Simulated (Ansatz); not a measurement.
# Ti6HC4O4: the cost of one run

Program: Ansatz 0.2.0. Level of theory: DFT PBE, scalar-relativistic, plane waves, PAW, and further levels as typed in the inputs. These are calculated values, not measurements.

## Step 1: Starting point

Symmetry: C2/m, No. 12, monoclinic system. The conventional cell has a = 10.566 Å, b = 6.100 Å, c = 27.000 Å, α = 90.00°, β = 90.00°, γ = 90.00°. Ti (site symmetry m) has 6 C at 2.15 Å as nearest neighbours. Around C (site symmetry 1) lie 6 Ti at 2.08 to 2.15 Å. Around Ti (site symmetry 1) lie 3 O at 2.02 to 2.13 Å and 3 C at 2.08 Å. O (site symmetry m) has 3 Ti at 2.02 Å as nearest neighbours. O (site symmetry m) has 1 H at 0.97 Å as nearest neighbours. Around H (site symmetry m) lie 1 O at 0.97 Å. Ti (site symmetry 2) is surrounded by 6 C at 2.15 Å. C (site symmetry m) is surrounded by 6 Ti at 2.08 to 2.15 Å. Only part of the 12 independent sites is listed.

Coordinates:

```xyz
30
Lattice="6.1000 0.0000 0.0000 -3.0500 5.2828 0.0000 0.0000 0.0000 27.0000" Properties=species:S:1:pos:R:3 pbc="T T T"
Ti    0.0000    0.0000   13.5000
C     0.0000    1.7609   14.7300
C     1.5250    0.8805   12.2700
Ti    1.5250    0.8805   15.8300
Ti    0.0000    1.7609   11.1700
O     0.0000    0.0000   16.8100
O     0.0000    0.0000    9.9700
H     0.0000    0.0000    9.0000
Ti   -1.5250    2.6414   13.5000
C    -1.5250    4.4023   14.7300
C     0.0000    3.5218   12.2700
Ti    0.0000    3.5218   15.8300
Ti   -1.5250    4.4023   11.1700
O    -1.5250    2.6414   16.8100
O    -1.5250    2.6414   10.1900
Ti    3.0500    0.0000   13.5000
C     3.0500    1.7609   14.7300
C     4.5750    0.8805   12.2700
Ti    4.5750    0.8805   15.8300
Ti    3.0500    1.7609   11.1700
O     3.0500    0.0000   16.8100
O     3.0500    0.0000   10.1900
Ti    1.5250    2.6414   13.5000
C     1.5250    4.4023   14.7300
C     3.0500    3.5218   12.2700
Ti    3.0500    3.5218   15.8300
Ti    1.5250    4.4023   11.1700
O     1.5250    2.6414   17.0300
H     1.5250    2.6414   18.0000
O     1.5250    2.6414   10.1900
```

## Step 2: Relaxing cell and atoms: Ti12H2C8O8 sheet, no spin

Input file input.yaml:

```yaml
crystal:
  lattice:
    - [6.1, 0.0, 0.0]
    - [-3.05, 5.2827549631, 0.0]
    - [0.0, 0.0, 27.0]
  atoms:
    - { symbol: Ti, position: [0.0, 0.0, 0.5] }
    - { symbol: C, position: [0.1666666667, 0.3333333333, 0.5455555556] }
    - { symbol: C, position: [0.3333333333, 0.1666666667, 0.4544444444] }
    - { symbol: Ti, position: [0.3333333333, 0.1666666667, 0.5862962963] }
    - { symbol: Ti, position: [0.1666666667, 0.3333333333, 0.4137037037] }
    - { symbol: O, position: [0.0, 0.0, 0.6225925926] }
    - { symbol: O, position: [0.0, 0.0, 0.3692592593] }
    - { symbol: H, position: [0.0, 0.0, 0.3333333333] }
    - { symbol: Ti, position: [0.0, 0.5, 0.5] }
    - { symbol: C, position: [0.1666666667, 0.8333333333, 0.5455555556] }
    - { symbol: C, position: [0.3333333333, 0.6666666667, 0.4544444444] }
    - { symbol: Ti, position: [0.3333333333, 0.6666666667, 0.5862962963] }
    - { symbol: Ti, position: [0.1666666667, 0.8333333333, 0.4137037037] }
    - { symbol: O, position: [0.0, 0.5, 0.6225925926] }
    - { symbol: O, position: [0.0, 0.5, 0.3774074074] }
    - { symbol: Ti, position: [0.5, 0.0, 0.5] }
    - { symbol: C, position: [0.6666666667, 0.3333333333, 0.5455555556] }
    - { symbol: C, position: [0.8333333333, 0.1666666667, 0.4544444444] }
    - { symbol: Ti, position: [0.8333333333, 0.1666666667, 0.5862962963] }
    - { symbol: Ti, position: [0.6666666667, 0.3333333333, 0.4137037037] }
    - { symbol: O, position: [0.5, 0.0, 0.6225925926] }
    - { symbol: O, position: [0.5, 0.0, 0.3774074074] }
    - { symbol: Ti, position: [0.5, 0.5, 0.5] }
    - { symbol: C, position: [0.6666666667, 0.8333333333, 0.5455555556] }
    - { symbol: C, position: [0.8333333333, 0.6666666667, 0.4544444444] }
    - { symbol: Ti, position: [0.8333333333, 0.6666666667, 0.5862962963] }
    - { symbol: Ti, position: [0.6666666667, 0.8333333333, 0.4137037037] }
    - { symbol: O, position: [0.5, 0.5, 0.6307407407] }
    - { symbol: H, position: [0.5, 0.5, 0.6666666667] }
    - { symbol: O, position: [0.5, 0.5, 0.3774074074] }
  periodic: [true, true, false]
scf:
  occupations: { method: gaussian, width: 0.05 }
  n_extra_bands: 6
output:
  forces: true
  stress: true
  write_density: true
  write_potential: true
  elf: true
  volumetric_format: npy
kpoints:
  mp_grid: { grid: [5, 5, 1] }
hamiltonian:
  xc: pbe
relax:
  f_tol: 0.02
  max_steps: 100
  cell: { stress_2d_tol: 0.1 }
```

Run with:

```bash
$ ansatz run input.yaml --threads 8 --pin off --max-ram 24576MiB --backend cpu --events-out ev --progress --plain --runs-dir out
```

What time and memory should one allow on 8 threads of AMD EPYC 9R45 (Zen 5), shared host?

About 62 s, with a peak of 7.6 GiB.
